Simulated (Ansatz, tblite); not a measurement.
# The cluster Rb3F3: a ladder of methods and basis sets

An exercise on one series of results from a longer session: the logs are not shown, and one member is left open.

Program: Ansatz 0.2.0, Gaussian basis. Level of theory: as each input shows. These are calculated values, not measurements.

Levels to be run: GFN1-xTB, GFN2-xTB, PBE-D4/def2-TZVP, r2SCAN-D4/def2-TZVP, HSE06-D4/def2-TZVP, B97M-V/def2-TZVP, B2PLYP/def2-TZVP, LDA/def2-TZVP, CAM-B3LYP-D4/def2-TZVP, ωB97M-V/def2-TZVP, B3LYP-D4/def2-TZVP, PBE-D4/def2-SVP, PBE0-D4/def2-SVP, PBE0-D4/def2-TZVPD, PBE-D4/def2-TZVPD, r2SCAN-D4/def2-TZVPD, CCSD(T)/def2-SVP, MP2/def2-TZVP, RPA/def2-TZVP.

1 further run of the same task is left out (set aside as unsound or not needed). Runs told in other sessions of the task aren't counted.

## The geometry

The geometry is that of the singlet, from an earlier relaxation (PBE0-D4/def2-SVP). At that level it is the lowest of the isomers that a small search found.

6 atoms, charge 0, spin multiplicity 1.

Bond lengths: Rb1–F5 2.438 Å, Rb1–F6 2.527 Å, Rb2–F4 2.571 Å, Rb2–F5 2.572 Å, Rb2–F6 2.783 Å, Rb3–F4 2.438 Å, Rb3–F6 2.528 Å. Angles: F5–Rb1–F6 88.0°, F4–Rb2–F5 157.0°, F4–Rb2–F6 79.9°, F5–Rb2–F6 80.1°, F4–Rb3–F6 87.8°, Rb2–F4–Rb3 99.9°, Rb1–F5–Rb2 99.7°, Rb1–F6–Rb2 92.2°, Rb1–F6–Rb3 169.7°, Rb2–F6–Rb3 92.4°.

Rb takes a core potential in the def2 sets. No spin-orbit coupling is included.

PBE0-D4/def2-TZVP was run before; its log isn't repeated, and its numbers join the tables.

Set-up of the first run:

Tight binding, by tblite at 300 K electronic temperature and without a spin-polarisation term:

```python
tblite.interface.Calculator('GFN1-xTB', numbers, positions, charge=0, uhf=0).singlepoint()
```

Tight binding, by tblite at 300 K electronic temperature and without a spin-polarisation term:

```python
tblite.interface.Calculator('GFN2-xTB', numbers, positions, charge=0, uhf=0).singlepoint()
```

start.molden holds the orbitals of an earlier run on this state, given as this run's starting guess.

File in.yaml:

```yaml
crystal:
  periodic: [false, false, false]
  atoms:
    - {symbol: Rb, position_ang: [1.578260, 2.348608, -0.199913]}
    - {symbol: Rb, position_ang: [0.760029, -1.370139, 0.209250]}
    - {symbol: Rb, position_ang: [-2.822664, -0.095651, -0.297405]}
    - {symbol: F, position_ang: [-1.682168, -2.170604, 0.282779]}
    - {symbol: F, position_ang: [2.715513, 0.285357, 0.429173]}
    - {symbol: F, position_ang: [-0.548970, 1.002429, -0.423874]}
basis:
  gaussian: {orbitals: def2-TZVP, initial_orbitals: start.molden}
hamiltonian: {xc: pbe, dispersion: d4}
scf: {omitted_lower_state_checks: [starts]}
output: {orbitals: {seedname: orbitals}}
```

Run with:

```console
> ansatz run in.yaml --threads 4 --pin off --events-out ev --progress --plain --max-ram 3916MiB
```

Steps of the session up to this table: PBE-D4/def2-TZVP; r2SCAN-D4/def2-TZVP; HSE06-D4/def2-TZVP; B97M-V/def2-TZVP; B2PLYP/def2-TZVP; LDA/def2-TZVP; CAM-B3LYP-D4/def2-TZVP; ωB97M-V/def2-TZVP; B3LYP-D4/def2-TZVP; PBE-D4/def2-SVP; PBE0-D4/def2-SVP; PBE0-D4/def2-TZVPD; PBE-D4/def2-TZVPD; r2SCAN-D4/def2-TZVPD; CCSD(T)/def2-SVP; MP2/def2-TZVP; RPA/def2-TZVP.

One of the session's tables, all rows but one given; the rest of the session is left out.

It belongs to the step «Levels side by side». 

| level | HOMO (eV) | LUMO (eV) | gap (eV) |
| --- | --- | --- | --- |
| LDA/def2-TZVP | -4.98 | -1.11 | 3.87 |
| PBE-D4/def2-SVP | -4.28 | -1.20 | 3.07 |
| PBE-D4/def2-TZVP | -4.67 | -1.12 | 3.55 |
| PBE-D4/def2-TZVPD | ? | ? | ? |
| r2SCAN-D4/def2-TZVP | -4.93 | -0.52 | 4.41 |
| r2SCAN-D4/def2-TZVPD | -5.02 | -0.47 | 4.55 |
| B97M-V/def2-TZVP | -5.05 | -0.98 | 4.07 |
| B3LYP-D4/def2-TZVP | -6.20 | -0.87 | 5.33 |
| PBE0-D4/def2-SVP | -5.96 | -0.72 | 5.24 |
| PBE0-D4/def2-TZVP | -6.45 | -0.65 | 5.80 |
| PBE0-D4/def2-TZVPD | -6.53 | -0.61 | 5.92 |
| HSE06-D4/def2-TZVP | -6.03 | -0.90 | 5.14 |
| CAM-B3LYP-D4/def2-TZVP | -8.03 | -0.33 | 7.70 |
| ωB97M-V/def2-TZVP | -9.00 | -0.30 | 8.70 |

**Question.** Estimate the row for PBE-D4/def2-TZVPD.

As computed: HOMO (eV): -4.75; LUMO (eV): -1.08; gap (eV): 3.67. In the column «HOMO (eV)» it lies between r2SCAN-D4/def2-TZVP (-4.93) and PBE-D4/def2-TZVP (-4.67).
